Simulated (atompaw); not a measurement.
# A PAW (atompaw) potential for Ru, from input to tests

Aim: build the potential from the settings below, then test how well it stands in for the atom: scattering, ghost states and the plane-wave cutoff that it needs.

Method: atompaw 4.2.0.5, PBE, scalar-relativistic.

## Step 1: The atom and the settings

The settings as typed:

```
element                 : ruthenium (Ru, Z = 44)
type                    : PAW
frozen core             : [Kr]
valence charge          : 8
reference configuration : 4d7 5s0.5 5p0 (charge +0.5)
partial waves           : 5s (bound): rc 3.00 bohr; 5s channel at 2.5 Ry: rc 2.85 bohr; 5p (bound, empty): rc 3.00 bohr; 5p channel at 2.14 Ry: rc 3.00 bohr; 4d (bound): rc 2.05 bohr; 4d channel at 0.95 Ry: rc 2.05 bohr
local potential         : bessel scheme, radius 2.75 bohr
core correction         : smooth core density matched at 2.65 bohr
augmentation charge     : besselshape compensation charge, radius 2.85 bohr; PAW radius 3.00 bohr; waves and projectors: custom polynom2 7 10 vanderbiltortho
```

## Step 2: The generation run

Input file Ru.input:

```
Ru 44
GGA-PBE scalarrelativistic loggrid 1500 logderivrange -3 5 201
5 5 4 0 0 0
5 0 0.5
5 1 0
4 2 7
0 0 0
c
c
c
c
v
c
c
c
v
c
v
2
3.00 2.85 2.75 2.65
y
2.5
n
y
2.14
n
y
0.95
n
custom polynom2 7 10 vanderbiltortho besselshape
bessel
3.00
2.85
3.00
3.00
2.05
2.05
PWSCFOUT
UPFDX 0.0125d0 UPFXMIN -7.d0 UPFZMESH 44.d0
END
```

Launch:

```sh
$ atompaw < Ru.input > Ru.log
```

Before running it: what results should come out? Wanted: cutoffs for 10 and 1 mRy, occupied levels; bound ghosts; largest phase difference near zero energy, channels read; lowest eigenvalue of the overlap; share of valence orbitals outside the PAW sphere; UPF file.

As calculated:

```
                                                quantity                     value
               cutoffs for 10 and 1 mRy, occupied levels           21 Ry and 30 Ry
                                            bound ghosts                none found
largest phase difference near zero energy, channels read                 0.001 rad
         lowest eigenvalue of the overlap (Bessel basis)                 0.773 (s)
        share of valence orbitals outside the PAW sphere  5s 51 %, 5p 79 %, 4d 7 %
                                                UPF file                   written
```

By its cutoff, 21 Ry for the looser tolerance, it is soft on the atom at that tolerance. The slowest level is 4d: taken alone it needs 21 Ry to come within 1 mRy, against 6 Ry or less for 5s. It is free of bound ghosts as far as tested. Near zero energy the phases of the channels with partial waves agree within 0.001 rad.
